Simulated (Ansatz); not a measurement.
# Be2S: one candidate of a structure search

The task: take a trial cell of Be2S to zero force and stress, then test the end with a random kick.

Computed with Ansatz 0.2.0 (DFT PBE, scalar-relativistic, plane waves, PAW, unless a step's input says otherwise).

## (1) The system as given

It takes space group P6/mmm (No. 191, hexagonal). Conventional cell: a = 3.770 Å, b = 3.770 Å, c = 3.376 Å, α = 90.00°, β = 90.00°, γ = 120.00°. Be (site symmetry -6m2) is surrounded by 3 Be at 2.18 Å and 6 S at 2.75 Å. S (site symmetry 6/mmm) has 12 Be at 2.75 Å as nearest neighbours.

As a file:

```cif
data_structure
_symmetry_space_group_name_H-M 'P6/mmm'
_symmetry_Int_Tables_number 191
_cell_length_a 3.7702
_cell_length_b 3.7702
_cell_length_c 3.3763
_cell_angle_alpha 90.000
_cell_angle_beta 90.000
_cell_angle_gamma 120.000
_cell_volume 41.56
loop_
_atom_site_label
_atom_site_type_symbol
_atom_site_symmetry_multiplicity
_atom_site_Wyckoff_symbol
_atom_site_fract_x
_atom_site_fract_y
_atom_site_fract_z
_atom_site_occupancy
Be1 Be 2 d 0.33333 0.66667 0.50000 1
S1 S 1 a 0.00000 0.00000 0.00000 1
```

A structure generator made this guess: species swapped into a database cell of LaCu2 (P6/mmm, No. 191), with S on the La sites and Be on the Cu sites. Lengths come from tabulated atomic sizes and are only a guess.

## (2) A first look at the guess

input.yaml

```yaml
crystal:
  lattice:
    - [3.7702119, 0.0, 0.0]
    - [-1.88510595, 3.26509928, 0.0]
    - [0.0, 0.0, 3.37627411]
  atoms:
    - { symbol: Be, position: [0.33333333, 0.66666667, 0.5] }
    - { symbol: Be, position: [0.66666667, 0.33333333, 0.5] }
    - { symbol: S, position: [0.0, 0.0, 0.0] }
basis:
  ecutwfc: 420
kpoints:
  mp_grid: { grid: [6, 6, 6] }
hamiltonian:
  xc: pbe
scf:
  occupations: { method: gaussian, width: 0.1 }
  lower_state_search: "off"
output:
  forces: true
  stress: true
  eigenvalues: true
```

Run with:

```sh
> ansatz run input.yaml --threads 1 --pin off --max-ram 2048MiB --backend cpu --events-out ev --progress --plain --runs-dir out
```

Further runs follow: coarse relaxation; full relaxation; kick test: the unmoved cell on a coarse mesh; random kick, then relaxation; the kicked end on a coarse mesh; final relaxation (after the kick).

What does the calculation give? Wanted: conventional cell; volume; energy over the elements; gap on the mesh; after the kick; energy gained by the kick.

The runs gave:

| quantity | value |
| --- | --- |
| symmetry at the first end (tolerance 0.05 Å) | space group P6/mmm (No. 191) |
| conventional cell | a = 3.556 Å, b = 3.556 Å, c = 3.218 Å, α = 90.00°, β = 90.00°, γ = 120.00° |
| volume | 11.74 Å³/atom |
| energy over the elements | +0.70 eV/atom |
| gap on the mesh | none (metal) |
| after the kick | space group P-4m2 (No. 115), 13.10 Å³/atom, gap on the mesh none (metal) |
| energy gained by the kick | 738 meV/atom |

The space group P6/mmm (No. 191) is kept, and the volume per atom shrinks by 15.2 % from the first guess. With a positive formation energy it can't be a ground state. The kick led to a structure 738 meV/atom lower, so the first end was a saddle point or a shallow minimum held by symmetry. Spin polarisation is off in the runs that give these values; a magnetic solution could lie lower.
